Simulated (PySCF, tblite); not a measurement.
# C7H13BO2: infrared bands and NMR shifts

Aim: predict the infrared bands and NMR shifts of C7H13BO2 (`C=C[C@@H]1CC[C@@H](B(O)O)C1`).

The runs use tblite 0.8.0 and PySCF 2.14.0, with density-fitted response routines of our own; the level of theory stands in each step. All values are computed, except where a source is named. Atoms count from 0, in the outputs and in this text.

## Step 1: Starting geometry

23 atoms, charge 0, multiplicity 1; geometry from: GFN2-xTB.

Bonds of the start (Å): C0–C1 1.32, C1–C2 1.50, C2–C3 1.53, C3–C4 1.52, C4–C5 1.54, C5–B6 1.61, B6–O7 1.36, B6–O8 1.35, C5–C9 1.55, C9–C2 1.54, C0–H10 1.08, C0–H11 1.08, C1–H12 1.08, C2–H13 1.10, C3–H14 1.09, C3–H15 1.09, C4–H16 1.09, C4–H17 1.09, C5–H18 1.10, O7–H19 0.96, O8–H20 0.96, C9–H21 1.09, C9–H22 1.09.

## Step 2: Vibrational analysis with GFN2-xTB

What the job is given:

```
{"job": {"kind": "ir", "xc": "GFN2-xTB", "basis": "xTB"}, "charge": 0, "multiplicity": 1}
C     -3.446725     0.094010     0.447193
C     -2.454098     0.354450    -0.382901
C     -1.075963    -0.224878    -0.323312
C     -0.731259    -1.044924     0.918014
C      0.788751    -1.125439     0.846696
C      1.228234     0.287282     0.424674
B      2.573819     0.336524    -0.449157
O      3.253176     1.497033    -0.679297
O      3.053230    -0.788746    -1.011929
C      0.010199     0.869568    -0.345912
H     -4.414975     0.551979     0.332459
H     -3.342682    -0.590058     1.271800
H     -2.609131     1.043973    -1.205049
H     -0.938804    -0.862552    -1.205681
H     -1.205018    -2.025245     0.916891
H     -1.035383    -0.503965     1.815802
H      1.090323    -1.843758     0.084436
H      1.242763    -1.422256     1.790936
H      1.362221     0.885036     1.333467
H      2.894793     2.285679    -0.276818
H      3.847929    -0.655369    -1.530690
H      0.266392     1.143287    -1.369853
H     -0.362545     1.765354     0.154186
```

**Question.** This job is followed by: GIAO PBE0/pcSseg-1 NMR shielding, non-relativistic, gas phase. What will the session give for the following? strongest single infrared mode (GFN2-xTB); zero-point energy (GFN2-xTB); 13C shifts against TMS (PBE0/pcSseg-1); 1H shifts against TMS (PBE0/pcSseg-1, means over atoms taken as alike); 11B shifts against BF3·OEt2 (PBE0/pcSseg-1); 17O shifts against H2O (PBE0/pcSseg-1, means over atoms taken as alike).

The runs gave:

| quantity | value |
| --- | --- |
| strongest single infrared mode (GFN2-xTB) | 646 cm⁻¹, 295 km/mol |
| zero-point energy (GFN2-xTB) | 121.5 kcal/mol |
| 13C shifts against TMS (PBE0/pcSseg-1) | 150.7, 116.6, 48.1, 36.3, 33.7, 32.2, 26.2 ppm |
| 1H shifts against TMS (PBE0/pcSseg-1, means over atoms taken as alike) | 6.45, 5.26, 5.24, 3.98, 2.50, 2.08, 1.81, 1.78, 1.76, 1.34, 1.23, 1.22 ppm |
| 11B shifts against BF3·OEt2 (PBE0/pcSseg-1) | 29.6 ppm |
| 17O shifts against H2O (PBE0/pcSseg-1, means over atoms taken as alike) | 122.3 ppm |

What this shows: The lowest mode is slightly imaginary (6i cm⁻¹), a soft motion within the noise of the Hessian, so the minimum is not strictly shown. The strongest single mode, at 646 cm⁻¹, moves mainly H20 and B6. Unscaled tight-binding wavenumbers are off by several per cent, some by more. Its intensities can rank the bands wrongly. The most deshielded carbon is C1 (alkene CH), at 150.7 ppm: the olefinic region. H12 (hydrogen on an alkene CH) lies farthest downfield among hydrogen, at 6.45 ppm; attached to an sp2 carbon and in the plane of the double bond. At PBE0/pcSseg-1: The widest tensor belongs to C1: span 245 ppm, with a paramagnetic part of -218 ppm.
